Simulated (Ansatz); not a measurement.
# Sc3Zn4: the cost of one run

Method: DFT PBE, scalar-relativistic, plane waves, PAW, in Ansatz 0.2.0.

**1. The structure to begin with**

The structure is cubic, space group Pm-3m (No. 221). The conventional cell has a = 4.519 Å, b = 4.519 Å, c = 4.519 Å, α = 90.00°, β = 90.00°, γ = 90.00°. Around Sc (site symmetry 4/mmm) lie 6 Zn at 2.26 Å. Zn (site symmetry m-3m) has 6 Sc at 2.26 Å as nearest neighbours. Around Zn (site symmetry 4/mmm) lie 4 Sc at 2.26 Å.

Coordinates:

```
CELL_PARAMETERS angstrom
4.51897 0.00000 0.00000
0.00000 4.51897 0.00000
0.00000 0.00000 4.51897
ATOMIC_POSITIONS crystal
Sc 0.50000 0.50000 0.00000
Sc 0.00000 0.50000 0.50000
Sc 0.50000 0.00000 0.50000
Zn 0.50000 0.50000 0.50000
Zn 0.50000 0.00000 0.00000
Zn 0.00000 0.50000 0.00000
Zn 0.00000 0.00000 0.50000
```

A structure generator made this guess: species swapped into a database cell of W3N4 (Pm-3m, No. 221), with Sc on the W sites and Zn on the N sites. The dimensions are guesses.

**2. Probe: one point on a coarse mesh**

File input.yaml:

```yaml
crystal:
  lattice:
    - [4.51896919, 0.0, 0.0]
    - [0.0, 4.51896919, 0.0]
    - [0.0, 0.0, 4.51896919]
  atoms:
    - { symbol: Sc, position: [0.5, 0.5, 0.0] }
    - { symbol: Sc, position: [0.0, 0.5, 0.5] }
    - { symbol: Sc, position: [0.5, 0.0, 0.5] }
    - { symbol: Zn, position: [0.5, 0.5, 0.5] }
    - { symbol: Zn, position: [0.5, 0.0, 0.0] }
    - { symbol: Zn, position: [0.0, 0.5, 0.0] }
    - { symbol: Zn, position: [0.0, 0.0, 0.5] }
basis:
  ecutwfc: 420
kpoints:
  mp_grid: { grid: [4, 4, 4] }
hamiltonian:
  xc: pbe
scf:
  occupations: { method: gaussian, width: 0.1 }
  lower_state_search: "off"
output:
  forces: true
  stress: true
  eigenvalues: true
```

On the command line:

```sh
$ ansatz run input.yaml --threads 1 --pin off --max-ram 2048MiB --backend cpu --events-out ev --progress --plain --runs-dir out
```

Q: Estimate wall time and peak memory on 1 thread of Arm Neoverse V1, shared host.

About 5 s, with a peak of 0.36 GiB.
